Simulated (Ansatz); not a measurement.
**BClH₂Se: vertical ionisation energy**

The task here is to estimate one member of a computed series from the others.

The runs use Ansatz 0.2.0, Gaussian basis; unrestricted cation, the program's frozen cores in correlated methods.

Levels to be run: UKS PBE-D4/def2-TZVPP; UKS r2SCAN-D4/def2-TZVPP; UKS PBE0-D4/def2-TZVPP; UKS B3LYP-D4/def2-TZVPP; UKS wB97X-V/def2-TZVPP; UKS wB97M-V/def2-TZVPP; UKS B2PLYP/def2-TZVPP; UHF-CCSD(T)/def2-TZVPP; UHF-MP2/def2-QZVPP; extrapolation to the limit; then −ε(HOMO) from the neutral's earlier runs with LDA (SPW92), PBE-D4, revPBE-D4, BLYP-D4, r2SCAN-D4, B97M-V, PBE0-D4, B3LYP-D4, r2SCANh-D4, r2SCAN0-D4, HSE06-D4, BHLYP-D4, CAM-B3LYP-D4, LC-ωPBE, ωB97X-V, ωB97M-V.

## The relaxed structure

All runs share one geometry, relaxed beforehand with PBE0-D4 in a triple-zeta def2 set.

5 atoms, charge 0, spin multiplicity 1.

Atoms are counted from 1 here; the program's logs count them from 0.

Bond lengths: Cl1–B2 1.743 Å, B2–Se3 1.916 Å, B2–H4 1.188 Å, Se3–H5 1.469 Å. Angles: Cl1–B2–Se3 118.9°, Cl1–B2–H4 119.6°, Se3–B2–H4 121.5°, B2–Se3–H5 94.6°.

The first run:

The input, in.yaml:

```yaml
crystal:
  periodic: [false, false, false]
  atoms:
    - {symbol: Cl, position_ang: [-2.133389, -0.290031, -0.272293]}
    - {symbol: B, position_ang: [-0.406804, -0.344459, -0.042369]}
    - {symbol: Se, position_ang: [0.577128, 1.299682, -0.015946]}
    - {symbol: H, position_ang: [0.133444, -1.393525, 0.094020]}
    - {symbol: H, position_ang: [1.879521, 0.654733, 0.195188]}
basis:
  gaussian: {orbitals: def2-TZVPP}
total_charge: 1
magnetization: {spin_polarized: true, initial_magnetization: 1}
hamiltonian: {xc: pbe, dispersion: d4}
```

Steps of the session up to this table: Cation, UKS PBE-D4/def2-TZVPP; Cation, UKS r2SCAN-D4/def2-TZVPP; Cation, UKS PBE0-D4/def2-TZVPP; Cation, UKS B3LYP-D4/def2-TZVPP; Cation, UKS wB97X-V/def2-TZVPP; Cation, UKS wB97M-V/def2-TZVPP; Cation, UKS B2PLYP (frozen core)/def2-TZVPP; Cation, UHF-CCSD(T)/def2-TZVPP; Cation, UHF-MP2/def2-QZVPP.

One table of the session follows, with a row left open; its other results are not shown here.

Orbital estimates, from the neutral's runs:

| functional | −ε(HOMO) (eV) |
| --- | --- |
| LDA (SPW92) | 6.88 |
| PBE-D4 | 6.72 |
| revPBE-D4 | 6.66 |
| BLYP-D4 | 6.53 |
| r2SCAN-D4 | 6.99 |
| B97M-V | 7.00 |
| PBE0-D4 | 7.82 |
| B3LYP-D4 | ? |
| r2SCANh-D4 | 7.39 |
| r2SCAN0-D4 | 8.00 |
| HSE06-D4 | 7.42 |
| BHLYP-D4 | 8.75 |
| CAM-B3LYP-D4 | 9.05 |
| LC-ωPBE | 10.41 |
| ωB97X-V | 10.05 |
| ωB97M-V | 9.92 |

**Question.** Estimate the row for B3LYP-D4.

Worked estimate for «−ε(HOMO) (eV)». Against the share of exact exchange, BLYP-D4 (0, 6.53), BHLYP-D4 (0.5, 8.75) give a slope of 4.44 per unit share; at 0.2 the line stands at 7.42.

**Answer.** −ε(HOMO) (eV): 7.57. In «−ε(HOMO) (eV)» the line misses by -0.15.
